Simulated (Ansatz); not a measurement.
**C12H25Cl: small, medium and large basis sets**

How large a basis does C12H25Cl need? Two functionals are run in growing sets.

The runs use Ansatz 0.2.0, Gaussian basis; one geometry, several basis sets.

Plan: PBE0-D4/def2-SVP; ωB97M-V/def2-SVP; PBE0-D4/def2-QZVPP; ωB97M-V/def2-QZVPP; the functionals' def2-TZVPP values are taken from earlier runs.

### 1 The geometry

The geometry comes from an earlier relaxation with PBE0-D4 in a triple-zeta def2 set; it is a stationary point, not always the lowest conformer.

SMILES `CCCCCCCCCCCCCl`, 38 atoms, charge 0, spin multiplicity 1.

Atoms are counted from 1 here; the program's logs count them from 0.

Bond lengths: C1–C2 1.520 Å, C1–H14 1.093 Å, C1–H15 1.092 Å, C1–H16 1.094 Å, C2–C3 1.525 Å, C2–H17 1.095 Å, C2–H18 1.095 Å, C3–C4 1.524 Å, C3–H19 1.096 Å, C3–H20 1.096 Å, C4–C5 1.520 Å, C4–H21 1.096 Å, C4–H22 1.096 Å, C5–C6 1.521 Å, C5–H23 1.097 Å, C5–H24 1.096 Å, C6–C7 1.522 Å, C6–H25 1.097 Å and more. Angles: C2–C1–H14 111.8°, C2–C1–H15 111.2°, C2–C1–H16 111.1°, H14–C1–H15 107.4°, H14–C1–H16 107.4°, H15–C1–H16 107.7°, C1–C2–C3 113.9°, C1–C2–H17 109.2°, C1–C2–H18 109.5°, C3–C2–H17 108.4°, C3–C2–H18 109.8°, H17–C2–H18 105.7°, C2–C3–C4 115.3°, C2–C3–H19 108.8°, C2–C3–H20 108.7°, C4–C3–H19 108.8°, C4–C3–H20 108.8°, H19–C3–H20 106.1° and more.

Coordinates:

| atom | x (Å) | y (Å) | z (Å) |
| --- | --- | --- | --- |
| C1 | -4.2531 | 1.1999 | -0.6093 |
| C2 | -3.7197 | 0.8247 | 0.7634 |
| C3 | -2.9375 | 1.9402 | 1.4486 |
| C4 | -1.7116 | 2.4353 | 0.6908 |
| C5 | -0.6646 | 1.3654 | 0.4258 |
| C6 | 0.5879 | 1.9191 | -0.2361 |
| C7 | 1.6156 | 0.8619 | -0.6155 |
| C8 | 2.2300 | 0.1390 | 0.5737 |
| C9 | 3.3474 | -0.8286 | 0.2010 |
| C10 | 2.9461 | -1.9535 | -0.7455 |
| C11 | 1.8307 | -2.8340 | -0.2087 |
| C12 | 1.4770 | -3.9945 | -1.1083 |
| Cl13 | 2.8135 | -5.1769 | -1.2518 |
| H14 | -3.4457 | 1.3976 | -1.3189 |
| H15 | -4.8666 | 0.3988 | -1.0281 |
| H16 | -4.8725 | 2.1003 | -0.5581 |
| H17 | -4.5567 | 0.5417 | 1.4103 |
| H18 | -3.0935 | -0.0700 | 0.6806 |
| H19 | -2.6244 | 1.5939 | 2.4406 |
| H20 | -3.6111 | 2.7878 | 1.6215 |
| H21 | -2.0163 | 2.8848 | -0.2614 |
| H22 | -1.2501 | 3.2465 | 1.2656 |
| H23 | -1.0851 | 0.5809 | -0.2153 |
| H24 | -0.4062 | 0.8775 | 1.3728 |
| H25 | 1.0532 | 2.6566 | 0.4301 |
| H26 | 0.2936 | 2.4700 | -1.1370 |
| H27 | 2.4193 | 1.3323 | -1.1947 |
| H28 | 1.1432 | 0.1375 | -1.2900 |
| H29 | 2.6309 | 0.8847 | 1.2704 |
| H30 | 1.4515 | -0.3946 | 1.1286 |
| H31 | 3.7559 | -1.2689 | 1.1179 |
| H32 | 4.1684 | -0.2646 | -0.2561 |
| H33 | 3.8225 | -2.5763 | -0.9457 |
| H34 | 2.6414 | -1.5397 | -1.7137 |
| H35 | 2.0949 | -3.2150 | 0.7836 |
| H36 | 0.9136 | -2.2458 | -0.0822 |
| H37 | 1.2549 | -3.6617 | -2.1230 |
| H38 | 0.6234 | -4.5524 | -0.7258 |

### 2 PBE0-D4 in def2-SVP

in.yaml reads:

```yaml
crystal:
  periodic: [false, false, false]
  atoms:
    - {symbol: C, position_ang: [-4.253109, 1.199858, -0.609341]}
    - {symbol: C, position_ang: [-3.719744, 0.824747, 0.763446]}
    - {symbol: C, position_ang: [-2.937491, 1.940170, 1.448619]}
    - {symbol: C, position_ang: [-1.711568, 2.435282, 0.690776]}
    - {symbol: C, position_ang: [-0.664583, 1.365440, 0.425778]}
    - {symbol: C, position_ang: [0.587885, 1.919114, -0.236061]}
    - {symbol: C, position_ang: [1.615621, 0.861908, -0.615518]}
    - {symbol: C, position_ang: [2.230008, 0.138985, 0.573737]}
    - {symbol: C, position_ang: [3.347401, -0.828601, 0.201024]}
    - {symbol: C, position_ang: [2.946060, -1.953546, -0.745539]}
    - {symbol: C, position_ang: [1.830673, -2.834002, -0.208741]}
    - {symbol: C, position_ang: [1.477027, -3.994491, -1.108305]}
    - {symbol: Cl, position_ang: [2.813466, -5.176912, -1.251839]}
    - {symbol: H, position_ang: [-3.445736, 1.397573, -1.318877]}
    - {symbol: H, position_ang: [-4.866625, 0.398833, -1.028110]}
    - {symbol: H, position_ang: [-4.872513, 2.100324, -0.558126]}
    - {symbol: H, position_ang: [-4.556655, 0.541706, 1.410260]}
    - {symbol: H, position_ang: [-3.093480, -0.070021, 0.680590]}
    - {symbol: H, position_ang: [-2.624387, 1.593925, 2.440622]}
    - {symbol: H, position_ang: [-3.611069, 2.787826, 1.621509]}
    - {symbol: H, position_ang: [-2.016285, 2.884841, -0.261363]}
    - {symbol: H, position_ang: [-1.250145, 3.246528, 1.265644]}
    - {symbol: H, position_ang: [-1.085131, 0.580911, -0.215269]}
    - {symbol: H, position_ang: [-0.406237, 0.877471, 1.372763]}
    - {symbol: H, position_ang: [1.053221, 2.656582, 0.430139]}
    - {symbol: H, position_ang: [0.293553, 2.469969, -1.137044]}
    - {symbol: H, position_ang: [2.419285, 1.332252, -1.194651]}
    - {symbol: H, position_ang: [1.143200, 0.137544, -1.289982]}
    - {symbol: H, position_ang: [2.630866, 0.884714, 1.270377]}
    - {symbol: H, position_ang: [1.451516, -0.394554, 1.128599]}
    - {symbol: H, position_ang: [3.755919, -1.268933, 1.117881]}
    - {symbol: H, position_ang: [4.168353, -0.264634, -0.256141]}
    - {symbol: H, position_ang: [3.822500, -2.576312, -0.945747]}
    - {symbol: H, position_ang: [2.641441, -1.539652, -1.713710]}
    - {symbol: H, position_ang: [2.094901, -3.214985, 0.783623]}
    - {symbol: H, position_ang: [0.913597, -2.245816, -0.082205]}
    - {symbol: H, position_ang: [1.254912, -3.661665, -2.122982]}
    - {symbol: H, position_ang: [0.623354, -4.552386, -0.725847]}
basis:
  gaussian: {orbitals: def2-SVP}
hamiltonian: {xc: pbe0, dispersion: d4}
output: {orbitals: {seedname: orbitals}}
```

Run with:

```sh
> ansatz run in.yaml --threads 11 --pin off --events-out ev --progress --plain --max-ram 174080MiB --backend cuda --devices 0, --max-vram 75GiB
```

The runs that follow: ωB97M-V in def2-SVP; PBE0-D4 in def2-QZVPP; ωB97M-V in def2-QZVPP.

Q: Predict the results of all the runs planned. Wanted: PBE0-D4: double and triple zeta above quadruple; ωB97M-V: double and triple zeta above quadruple.

The runs gave:

| quantity | value |
| --- | --- |
| PBE0-D4: double and triple zeta above quadruple | 19.07, 1.09 eV |
| ωB97M-V: double and triple zeta above quadruple | 19.90, 1.07 eV |

**Reading.** For PBE0-D4 the step from double to triple zeta gains 17.98 eV and the next only 1.09 eV. These are total energies; as a rule much of such shifts cancels in differences, which this series doesn't test. The LUMO of ωB97M-V is positive and keeps falling with the basis (3.04 to 1.47 eV): an unbound level that the basis holds in place.
